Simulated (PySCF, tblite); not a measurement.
# C₉H₁₂Si: infrared bands and NMR shifts

What infrared bands and NMR shifts should C₉H₁₂Si (`[SiH3]CC12C=CC(C=C1)C=C2`) show?

Computed with tblite 0.8.0 and PySCF 2.14.0, with density-fitted response routines of our own, on a single molecule in the gas phase. Atoms are numbered from 0 throughout.

## Step 1: Starting geometry

22 atoms, charge 0, multiplicity 1; geometry from: GFN2-xTB.

Bonds of the start (Å): Si0–C1 1.90, C1–C2 1.52, C2–C3 1.52, C3–C4 1.32, C4–C5 1.52, C5–C6 1.51, C6–C7 1.32, C5–C8 1.51, C8–C9 1.32, C7–C2 1.52, C9–C2 1.52, Si0–H10 1.46, Si0–H11 1.46, Si0–H12 1.47, C1–H13 1.09, C1–H14 1.09, C3–H15 1.08, C4–H16 1.07, C5–H17 1.09, C6–H18 1.07, C7–H19 1.07, C8–H20 1.07, C9–H21 1.07.

## Step 2: Vibrational analysis with GFN2-xTB

What the job is given:

```
{"job": {"kind": "ir", "xc": "GFN2-xTB", "basis": "xTB"}, "charge": 0, "multiplicity": 1}
Si     2.925490     0.368841     0.497560
C      1.645964    -0.351532    -0.714872
C      0.186258    -0.176845    -0.325271
C     -0.788742    -0.774210    -1.332984
C     -2.061194    -0.630420    -1.009412
C     -2.273638     0.101982     0.300475
C     -1.471096    -0.680278     1.319683
C     -0.199515    -0.826501     0.992155
C     -1.534138     1.414086     0.139048
C     -0.262589     1.267401    -0.188245
H      2.760540     1.815944     0.644463
H      2.821834    -0.260890     1.815040
H      4.251574     0.092804    -0.061640
H      1.795496     0.104713    -1.697545
H      1.841686    -1.420186    -0.839807
H     -0.409585    -1.260332    -2.214138
H     -2.905384    -0.976325    -1.577893
H     -3.320966     0.221200     0.567984
H     -1.946944    -1.059329     2.205900
H      0.543550    -1.356478     1.559160
H     -2.049631     2.345822     0.285954
H      0.440620     2.059918    -0.366467
```

**Question.** This job is followed by: GIAO PBE0/pcSseg-1 NMR shielding, non-relativistic, gas phase. What will the session give for the following? strongest single infrared mode (GFN2-xTB); zero-point energy (GFN2-xTB); 13C shifts against TMS (PBE0/pcSseg-1, means over atoms taken as alike); 1H shifts against TMS (PBE0/pcSseg-1, means over atoms taken as alike); 29Si shifts against TMS (PBE0/pcSseg-1).

As calculated:

| quantity | value |
| --- | --- |
| strongest single infrared mode (GFN2-xTB) | 2250 cm⁻¹, 433 km/mol |
| zero-point energy (GFN2-xTB) | 108.2 kcal/mol |
| 13C shifts against TMS (PBE0/pcSseg-1, means over atoms taken as alike) | 155.2, 152.3, 57.9, 54.4, 15.8 ppm |
| 1H shifts against TMS (PBE0/pcSseg-1, means over atoms taken as alike) | 7.21, 6.96, 4.69, 4.03, 1.78 ppm |
| 29Si shifts against TMS (PBE0/pcSseg-1) | -79.0 ppm |

What this shows: The lowest mode is imaginary (21i cm⁻¹), so the xTB geometry is not a minimum. The strongest single mode, at 2250 cm⁻¹, moves mainly H12. Unscaled tight-binding wavenumbers are off by several per cent, some by more. Its intensities can rank the bands wrongly. At PBE0/pcSseg-1: Shielding is most anisotropic at C4, C6, C8 (span 252 ppm, paramagnetic term -219 ppm).
